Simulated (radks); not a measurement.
# Nuclear size and the levels of Al

One table from this session's results is given with a row withheld; the runs are named, their logs left out.

The numbers are computed with radks (a radial shooting solver on a logarithmic mesh, Libxc functionals) version 1 (Dirac Kohn-Sham, relativistic LDA (MacDonald-Vosko exchange, VWN5 correlation), spin-unpolarised, spherical densities, finite nucleus; open shells are shared between the two j in proportion to 2j + 1), except any that are marked as measured or tabulated.

### The system

* element: aluminium (Z = 13)
* charge: 0
* electrons: 13
* configuration: [Ne] 3s2 3p1
* nuclear rms radius: 3.061 fm

The outer shells:

Al
```
[Ne] core
3s [↑↓]
3p [↑ ][  ][  ]
```

The first run:

Input:

```text
Z 13
configuration [Ne] 3s2 3p1 4s0 3d0
relativity Dirac
functional lda_x_rel,vwn5
spin unpolarised
j_filling average
nucleus finite rms 3.061 fm
c 137.035999084
```

Steps of the session up to this table: rms radius 3.061 fm.

One table of the session follows, with a row left open; its other results are not shown here.

It belongs to the step «rms radius 3.061 fm». Radial moments (bohr):

```
level     <r>  outermost maximum (interpolated)  90 % within  nodes
1s1/2  0.1207                            0.0787        0.216      0
2s1/2  0.6294                             0.498        0.997      1
2p1/2       ?                                 ?            ?      ?
2p3/2  0.6055                             0.428         1.03      0
3s1/2   2.534                              2.06         3.90      2
3p1/2   3.433                              2.63         5.49      1
3p3/2   3.443                              2.64         5.50      1
4s1/2   9.388                              7.47         14.6      3
```

Q: Estimate the row for 2p1/2 from the others.

The run gave: <r>: 0.6033; outermost maximum (interpolated): 0.427; 90 % within: 1.02; nodes: 0. In the column «<r>» it lies between 1s1/2 (0.1207) and 2p3/2 (0.6055).
